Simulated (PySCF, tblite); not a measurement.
# C7H7FN radical: geometry, infrared bands and EPR parameters

Wanted: the infrared bands and EPR parameters of C7H7FN radical (`C[C]1CCC(C#N)=C1F`), by calculation.

Computed with tblite 0.8.0 and PySCF 2.14.0, with density-fitted response routines of our own, on a single molecule in the gas phase. Atoms are numbered from 0 throughout.

## Step 1: Starting geometry

16 atoms, charge 0, multiplicity 2; geometry from: force field or distance geometry start.

Bonds of the start (Å): C0–C1 1.46, C1–C2 1.51, C2–C3 1.53, C3–C4 1.49, C4–C5 1.41, C5–N6 1.17, C4–C7 1.33, C7–F8 1.33, C7–C1 1.43, C0–H9 1.09, C0–H10 1.10, C0–H11 1.10, C2–H12 1.11, C2–H13 1.10, C3–H14 1.11, C3–H15 1.09.

## Step 2: Relaxing the molecule with GFN2-xTB

The job: settings as JSON, then the geometry in Å.

```
{"job": {"kind": "relax", "xc": "GFN2-xTB", "basis": "xTB"}, "charge": 0, "multiplicity": 2}
C     -2.124300     0.737000    -0.611900
C     -0.805800     0.245300    -0.227100
C     -0.509500    -1.131700     0.317500
C      1.000500    -1.129000     0.555700
C      1.450100     0.231100     0.159100
C      2.783600     0.679900     0.207700
N      3.897000     1.022600     0.266400
C      0.431100     0.969800    -0.270700
F      0.502400     2.226800    -0.710800
H     -2.092700     1.771500    -0.965800
H     -2.552700     0.119600    -1.413500
H     -2.822300     0.704600     0.242900
H     -1.072800    -1.309700     1.253900
H     -0.794200    -1.899300    -0.414900
H      1.215900    -1.317200     1.623200
H      1.485900    -1.912300    -0.022900
```

On the command line:

```
OMP_NUM_THREADS=1 python probes_run.py task.json out
```

The driver reads the jobs from task.json and runs them one after another.

**Question.** This job is followed by: GFN2-xTB harmonic vibrations, gas phase; UKS B3LYP, pcH-1 on C F H N, non-relativistic, mean-field spin-orbit, GIAO. Predict these results of the whole session: strongest single infrared mode (GFN2-xTB); zero-point energy (GFN2-xTB); g(iso) (B3LYP); ⟨S²⟩; largest a(iso) (averaged by class); potential on the surface of density 0.002 e/bohr³, 1st and 99th percentile.

The runs gave:

| quantity | value |
| --- | --- |
| strongest single infrared mode (GFN2-xTB) | 2282 cm⁻¹, 250 km/mol |
| zero-point energy (GFN2-xTB) | 75.1 kcal/mol |
| g(iso) (B3LYP) | 2.00277 |
| ⟨S²⟩ | 0.775 (exact 0.75) |
| largest a(iso) (averaged by class) | 1H on H14, H15, 61.4 MHz |
| potential on the surface of density 0.002 e/bohr³, 1st and 99th percentile | -1.90 V and 1.16 V |

In words: The optimisation took 27 steps and gained 0.227 eV; among the close pairs (by a distance rule), C4–C7 changed most, from 1.330 to 1.400 Å. No mode is imaginary among the 42: a minimum at this level. The strongest single mode, at 2282 cm⁻¹, moves mainly C5 and N6. Unscaled tight-binding wavenumbers are off by several per cent, some by more. Its intensities can rank the bands wrongly. The largest spin populations lie on C4 (0.55 e), C1 (0.50 e). The isotropic g lies 0.5 ppt above the free-electron value. The conformer search found further structures of the same energy, which may be mirror or relabelled copies of this one.
